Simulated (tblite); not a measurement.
# C3H10N3Si2: the cost of one run

Programs: tblite 0.8.0 and PySCF 2.14.0, with density-fitted response routines of our own. Each step states its level of theory. These are calculated values for one molecule in the gas phase, unless marked as measured. Atoms count from 0, in the outputs and in this text.

**1. The starting structure**

18 atoms, charge 0, multiplicity 2; geometry from: force field or distance geometry start.

Bonds of the start (Å): N0–C1 1.45, C1–C2 1.45, C2–C3 1.21, C3–Si4 1.87, Si4–N5 1.71, Si4–Si6 2.39, Si6–N7 1.72, N0–H8 1.02, N0–H9 1.02, C1–H10 1.11, C1–H11 1.09, Si4–H12 1.48, N5–H13 1.02, N5–H14 1.02, Si6–H15 1.48, N7–H16 1.02, N7–H17 1.02.

**2. Optimising the geometry with GFN2-xTB**

Job settings and geometry (Å):

```
{"job": {"kind": "relax", "xc": "GFN2-xTB", "basis": "xTB"}, "charge": 0, "multiplicity": 2}
N      3.384700     0.902300     1.201400
C      3.128500    -0.504300     0.946300
C      1.732400    -0.723400     0.619100
C      0.564200    -0.874700     0.330900
Si    -1.241900    -1.128800    -0.060300
N     -2.146600    -0.674200     1.313400
Si    -1.825900     0.291700    -1.885600
N     -2.380700     1.813400    -1.307100
H      2.759500     1.211100     1.949600
H      3.090200     1.429900     0.380400
H      3.398400    -1.085400     1.846600
H      3.774600    -0.853800     0.142100
H     -1.552600    -2.543700    -0.348500
H     -1.900000     0.289000     1.545100
H     -1.824100    -1.222600     2.106100
H     -3.004600    -0.274300    -2.573000
H     -3.116400     1.652100    -0.613100
H     -2.848500     2.302200    -2.070700
```

Started as:

```console
$ OMP_NUM_THREADS=1 python probes_run.py task.json out
```

This one command runs all jobs of the session in turn.

Q: Estimate the wall time and peak memory of this first job on 1 thread of Arm Neoverse V1, shared host.

About 2.2 s, with a peak of 0.18 GiB.
